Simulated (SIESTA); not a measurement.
## La3AlN under changes of volume

One of the cells (27.021 Å³/atom); the others are scaled copies at fixed shape and fractional positions:

```
La Al N
1.0
     5.13128    0.00000    0.00000
     0.00000    5.13128    0.00000
     0.00000    0.00000    5.13128
La Al N
3 1 1
Direct
  0.50000 0.00000 0.50000
  0.00000 0.50000 0.50000
  0.50000 0.50000 0.00000
  0.00000 0.00000 0.00000
  0.50000 0.50000 0.50000
```

The cell comes from a database or a generator and needn't be the stable form of this composition.

| Property | Result |
| --- | --- |
| Program | SIESTA 5.4.2 |
| Functional | PBEsol |
| Potentials or basis | PseudoDojo 0.4 standard (PBEsol files) |
| Basis | DZP (energy shift 0.003 Ry; two zetas on semicore shells) |
| Grid cutoff | 800 Ry |
| Energy shift | 0.003 Ry |
| k mesh | 5 × 5 × 5 |
| Occupations | fermi-dirac, width 0.05 eV |
| Spin | no spin polarisation |

```csv
volume (Å³/atom),energy over the lowest point (meV/atom),pressure (GPa)
24.902,?,?
25.432,22.91,4.9
25.962,9.85,3.0
27.021,0.00,0.1
27.551,2.07,-1.3
28.081,8.42,-2.5
```

Question: What does the run at 24.902 Å³/atom give?

Answer: Energy over the lowest point 42.07 meV/atom; pressure 6.7 GPa.

Worked out: A Birch-Murnaghan fit of order 3 (a polynomial in V^(-2/3)) to the other rows has its minimum at 27.03 Å³/atom with B0 = V·E''(V) = 70 GPa and B' = 3.9. It gives 42.08 meV/atom at 24.902 Å³/atom, against the run's 42.07, and -dE/dV = 6.8 GPa, against 6.7.

Energies are extrapolated to zero smearing.

Caveats: the basis of atomic orbitals isn't converged, which shifts pressures, moduli and gaps.
